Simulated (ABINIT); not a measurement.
# TaF3 (Pm-3m) in ABINIT: equation of state

Aim: energy against volume of TaF3 in PBEsol, for its equilibrium volume and stiffness.

Program: ABINIT 10.8.3 (patched build). These are calculated values, not measurements. Logs are shortened: lines on timing, memory, paths and dates and some standing lists are left out, and cuts for length are marked. The log counts tension as positive stress, the text compression.

### Step 1. Starting point

The structure is cubic, space group Pm-3m (No. 221). The conventional cell has a = 3.901 Å, b = 3.901 Å, c = 3.901 Å, α = 90.00°, β = 90.00°, γ = 90.00°. Ta (site symmetry m-3m) is surrounded by 6 F at 1.95 Å. Around F (site symmetry 4/mmm) lie 2 Ta at 1.95 Å.

### Step 2. Equation of state, PBEsol

Input file run.abi:

```
# Datasets: one volume each
ndtset 7
getwfk -1
scalecart1 3*0.9795861087
scalecart2 3*0.9864848297
scalecart3 3*0.9932883884
scalecart4 3*1.0000000000
scalecart5 3*1.0066227096
scalecart6 3*1.0131594038
scalecart7 3*1.0196128224

# Pseudopotentials
pp_dirpath "./"
pseudos "Ta.upf, F.upf"

# Structure
acell 3.9012 3.9012 3.9012 Angstrom
rprim
     1.0000000000     0.0000000000     0.0000000000
     0.0000000000     1.0000000000     0.0000000000
     0.0000000000     0.0000000000     1.0000000000
ntypat 2
znucl 73 9
natom 4
typat 1 2 2 2
xred
     0.0000000000     0.0000000000     0.0000000000
     0.0000000000     0.0000000000     0.5000000000
     0.0000000000     0.5000000000     0.0000000000
     0.5000000000     0.0000000000     0.0000000000

# Plane-wave basis
ecut 42.0

# k points
kptopt 1
ngkpt 7 7 7
nshiftk 1
shiftk 0.0 0.0 0.0

# Exchange and correlation
ixc -116133

# Bands and occupations
nband 21
occopt 3
tsmear 0.00183747

# SCF cycle
nstep 100
tolvrs 1.0e-10

# Output
iomode 3
prtwf 1
prtden 0
prteig 0
prtebands 0
enunit 2
```

Potentials or basis: PseudoDojo NC SR PBEsol v0.4.1 standard.

Launch:

```sh
abinit run.abi > log 2>&1
```

run.abo:

```text
.Version 10.8.3 of ABINIT
 DATASET    1 : space group Pm -3 m (#221); Bravais cP (primitive cubic)
================================================================================
 Values of the parameters that define the memory need for DATASET  1.
     intxc =       0    ionmov =       0      iscf =       7    lmnmax =       8
     lnmax =       8     mgfft =      45  mpssoang =       4    mqgrid =    3001
     natom =       4  nloc_mem =       1    nspden =       1   nspinor =       1
    nsppol =       1      nsym =      48    n1xccc =    2501    ntypat =       2
    occopt =       3   xclevel =       2
       mpw =        4917          nfft =       91125          nkpt =          20
================================================================================
================================================================================
[... 61 lines left out ...]
 DATASET    7 : space group Pm -3 m (#221); Bravais cP (primitive cubic)
================================================================================
 Values of the parameters that define the memory need for DATASET  7.
     intxc =       0    ionmov =       0      iscf =       7    lmnmax =       8
     lnmax =       8     mgfft =      45  mpssoang =       4    mqgrid =    3001
     natom =       4  nloc_mem =       1    nspden =       1   nspinor =       1
    nsppol =       1      nsym =      48    n1xccc =    2501    ntypat =       2
    occopt =       3   xclevel =       2
       mpw =        5558          nfft =       91125          nkpt =          20
================================================================================
================================================================================

--------------------------------------------------------------------------------
------------- Echo of variables that govern the present computation ------------
--------------------------------------------------------------------------------
 -outvars: echo values of preprocessed input variables --------
            acell      7.3721995624E+00  7.3721995624E+00  7.3721995624E+00 Bohr
              amu      1.80947900E+02  1.89984032E+01
             ecut      4.20000000E+01 Hartree
           enunit           2
           getwfk          -1
              ixc     -116133
           jdtset        1    2    3    4    5    6    7
         kptrlatt        7    0    0      0    7    0      0    0    7
          kptrlen1     5.05519300E+01
          kptrlen2     5.09079412E+01
          kptrlen3     5.12590416E+01
          kptrlen4     5.16053969E+01
          kptrlen5     5.19471645E+01
          kptrlen6     5.22844932E+01
          kptrlen7     5.26175244E+01
            natom           4
            nband          21
           ndtset           7
            ngfft          45      45      45
             nkpt          20
            nstep         100
             nsym          48
           ntypat           2
           occopt           3
           prtden           0
        prtebands           0
           prteig           0
            rprim1     9.7958610870E-01  0.0000000000E+00  0.0000000000E+00
                       0.0000000000E+00  9.7958610870E-01  0.0000000000E+00
                       0.0000000000E+00  0.0000000000E+00  9.7958610870E-01
            rprim2     9.8648482970E-01  0.0000000000E+00  0.0000000000E+00
                       0.0000000000E+00  9.8648482970E-01  0.0000000000E+00
                       0.0000000000E+00  0.0000000000E+00  9.8648482970E-01
            rprim3     9.9328838840E-01  0.0000000000E+00  0.0000000000E+00
                       0.0000000000E+00  9.9328838840E-01  0.0000000000E+00
                       0.0000000000E+00  0.0000000000E+00  9.9328838840E-01
            rprim4     1.0000000000E+00  0.0000000000E+00  0.0000000000E+00
                       0.0000000000E+00  1.0000000000E+00  0.0000000000E+00
                       0.0000000000E+00  0.0000000000E+00  1.0000000000E+00
            rprim5     1.0066227096E+00  0.0000000000E+00  0.0000000000E+00
                       0.0000000000E+00  1.0066227096E+00  0.0000000000E+00
                       0.0000000000E+00  0.0000000000E+00  1.0066227096E+00
            rprim6     1.0131594038E+00  0.0000000000E+00  0.0000000000E+00
                       0.0000000000E+00  1.0131594038E+00  0.0000000000E+00
                       0.0000000000E+00  0.0000000000E+00  1.0131594038E+00
            rprim7     1.0196128224E+00  0.0000000000E+00  0.0000000000E+00
                       0.0000000000E+00  1.0196128224E+00  0.0000000000E+00
                       0.0000000000E+00  0.0000000000E+00  1.0196128224E+00
          spgroup         221
           tolvrs      1.00000000E-10
           tsmear      1.83747000E-03 Hartree
            typat      1  2  2  2
           xangst1     0.0000000000E+00  0.0000000000E+00  0.0000000000E+00
                       0.0000000000E+00  0.0000000000E+00  1.9107806636E+00
                       0.0000000000E+00  1.9107806636E+00  0.0000000000E+00
                       1.9107806636E+00  0.0000000000E+00  0.0000000000E+00
           xangst2     0.0000000000E+00  0.0000000000E+00  0.0000000000E+00
                       0.0000000000E+00  0.0000000000E+00  1.9242373088E+00
                       0.0000000000E+00  1.9242373088E+00  0.0000000000E+00
                       1.9242373088E+00  0.0000000000E+00  0.0000000000E+00
           xangst3     0.0000000000E+00  0.0000000000E+00  0.0000000000E+00
                       0.0000000000E+00  0.0000000000E+00  1.9375083304E+00
                       0.0000000000E+00  1.9375083304E+00  0.0000000000E+00
                       1.9375083304E+00  0.0000000000E+00  0.0000000000E+00
           xangst4     0.0000000000E+00  0.0000000000E+00  0.0000000000E+00
                       0.0000000000E+00  0.0000000000E+00  1.9506000000E+00
                       0.0000000000E+00  1.9506000000E+00  0.0000000000E+00
                       1.9506000000E+00  0.0000000000E+00  0.0000000000E+00
           xangst5     0.0000000000E+00  0.0000000000E+00  0.0000000000E+00
[... 24 lines left out ...]
                       0.0000000000E+00  0.0000000000E+00  3.6860997812E+00
                       0.0000000000E+00  3.6860997812E+00  0.0000000000E+00
                       3.6860997812E+00  0.0000000000E+00  0.0000000000E+00
            xcart5     0.0000000000E+00  0.0000000000E+00  0.0000000000E+00
                       0.0000000000E+00  0.0000000000E+00  3.7105117496E+00
                       0.0000000000E+00  3.7105117496E+00  0.0000000000E+00
                       3.7105117496E+00  0.0000000000E+00  0.0000000000E+00
            xcart6     0.0000000000E+00  0.0000000000E+00  0.0000000000E+00
                       0.0000000000E+00  0.0000000000E+00  3.7346066567E+00
                       0.0000000000E+00  3.7346066567E+00  0.0000000000E+00
                       3.7346066567E+00  0.0000000000E+00  0.0000000000E+00
            xcart7     0.0000000000E+00  0.0000000000E+00  0.0000000000E+00
                       0.0000000000E+00  0.0000000000E+00  3.7583946016E+00
                       0.0000000000E+00  3.7583946016E+00  0.0000000000E+00
                       3.7583946016E+00  0.0000000000E+00  0.0000000000E+00
             xred      0.0000000000E+00  0.0000000000E+00  0.0000000000E+00
                       0.0000000000E+00  0.0000000000E+00  5.0000000000E-01
                       0.0000000000E+00  5.0000000000E-01  0.0000000000E+00
                       5.0000000000E-01  0.0000000000E+00  0.0000000000E+00
            znucl       73.00000    9.00000

================================================================================

 chkinp: Checking input parameters for consistency, jdtset=   1.

 chkinp: Checking input parameters for consistency, jdtset=   2.
[... 29 lines left out ...]
 getcut: wavevector=  0.0000  0.0000  0.0000  ngfft=  45  45  45
         ecut(hartree)=     42.000   => boxcut(ratio)=   2.08845

--- Pseudopotential description ------------------------------------------------
- pspini: atom type   1  psp file is ./Ta.upf
12 -116133 3 -1 1432                          pspcod,pspxc,lmax,lloc,mmax
     nproj     2     2     2     2

- pspini: atom type   2  psp file is ./F.upf
12 -116133 2 -1 832                           pspcod,pspxc,lmax,lloc,mmax
     nproj     2     2     1     0

   1.23768628E+03                                ecore*ucvol(ha*bohr**3)
--------------------------------------------------------------------------------

================================================================================

--- !BeginCycle
iteration_state: {dtset: 1, }
solver: {iscf: 7, nstep: 100, nline: 4, wfoptalg: 0, }
tolerances: {tolvrs: 1.00E-10, }
...
[... 1204 lines left out ...]
-Cartesian components of stress tensor (GPa)         [Pressure=  9.0632E+00 GPa]
- sigma(1 1)= -9.06320294E+00  sigma(3 2)=  0.00000000E+00
- sigma(2 2)= -9.06320294E+00  sigma(3 1)=  0.00000000E+00
- sigma(3 3)= -9.06320294E+00  sigma(2 1)=  0.00000000E+00

== END DATASET(S) ==============================================================
================================================================================

 -outvars: echo values of variables after computation  --------
            acell      7.3721995624E+00  7.3721995624E+00  7.3721995624E+00 Bohr
           etotal1    -1.3881519686E+02
           etotal2    -1.3882345249E+02
           etotal3    -1.3883042661E+02
           etotal4    -1.3883622574E+02
           etotal5    -1.3884095157E+02
           etotal6    -1.3884470678E+02
           etotal7    -1.3884758748E+02
            fcart1    -0.0000000000E+00 -0.0000000000E+00 -0.0000000000E+00
                      -0.0000000000E+00 -0.0000000000E+00 -0.0000000000E+00
                      -0.0000000000E+00 -0.0000000000E+00 -0.0000000000E+00
                      -0.0000000000E+00 -0.0000000000E+00 -0.0000000000E+00
            fcart2    -0.0000000000E+00 -0.0000000000E+00 -0.0000000000E+00
                      -0.0000000000E+00 -0.0000000000E+00 -0.0000000000E+00
                      -0.0000000000E+00 -0.0000000000E+00 -0.0000000000E+00
                      -0.0000000000E+00 -0.0000000000E+00 -0.0000000000E+00
            fcart3    -0.0000000000E+00 -0.0000000000E+00 -0.0000000000E+00
                      -0.0000000000E+00 -0.0000000000E+00 -0.0000000000E+00
[... 66 lines left out ...]
                       0.0000000000E+00  0.0000000000E+00  1.9506000000E+00
                       0.0000000000E+00  1.9506000000E+00  0.0000000000E+00
                       1.9506000000E+00  0.0000000000E+00  0.0000000000E+00
           xangst5     0.0000000000E+00  0.0000000000E+00  0.0000000000E+00
                       0.0000000000E+00  0.0000000000E+00  1.9635182573E+00
                       0.0000000000E+00  1.9635182573E+00  0.0000000000E+00
                       1.9635182573E+00  0.0000000000E+00  0.0000000000E+00
           xangst6     0.0000000000E+00  0.0000000000E+00  0.0000000000E+00
                       0.0000000000E+00  0.0000000000E+00  1.9762687331E+00
                       0.0000000000E+00  1.9762687331E+00  0.0000000000E+00
                       1.9762687331E+00  0.0000000000E+00  0.0000000000E+00
           xangst7     0.0000000000E+00  0.0000000000E+00  0.0000000000E+00
                       0.0000000000E+00  0.0000000000E+00  1.9888567714E+00
                       0.0000000000E+00  1.9888567714E+00  0.0000000000E+00
                       1.9888567714E+00  0.0000000000E+00  0.0000000000E+00
             xred      0.0000000000E+00  0.0000000000E+00  0.0000000000E+00
                       0.0000000000E+00  0.0000000000E+00  5.0000000000E-01
                       0.0000000000E+00  5.0000000000E-01  0.0000000000E+00
                       5.0000000000E-01  0.0000000000E+00  0.0000000000E+00
 Calculation completed.
```

Run time: 13 min. Hardware: 1 thread of Intel Xeon Platinum 8488C (Sapphire Rapids), shared host; peak memory 0.14 GiB.

Results:

```yaml
Equilibrium_volume: "16.80 Å³/atom (rough: see the caveat)"
Bulk_modulus: 120 GPa (rough)
```

Energy against volume, from the lowest point:
| volume (Å³/atom) | energy (meV/atom) |
| --- | --- |
| 13.953 | 220.35 |
| 14.250 | 164.19 |
| 14.547 | 116.74 |
| 14.843 | 77.29 |
| 15.140 | 45.14 |
| 15.437 | 19.60 |
| 15.734 | 0.00 |

Caveat: pressures at fixed basis lie under the slope of the energies; the minimum lies outside the volumes run. The run has no spin-orbit coupling, so splittings on Ta are missing.
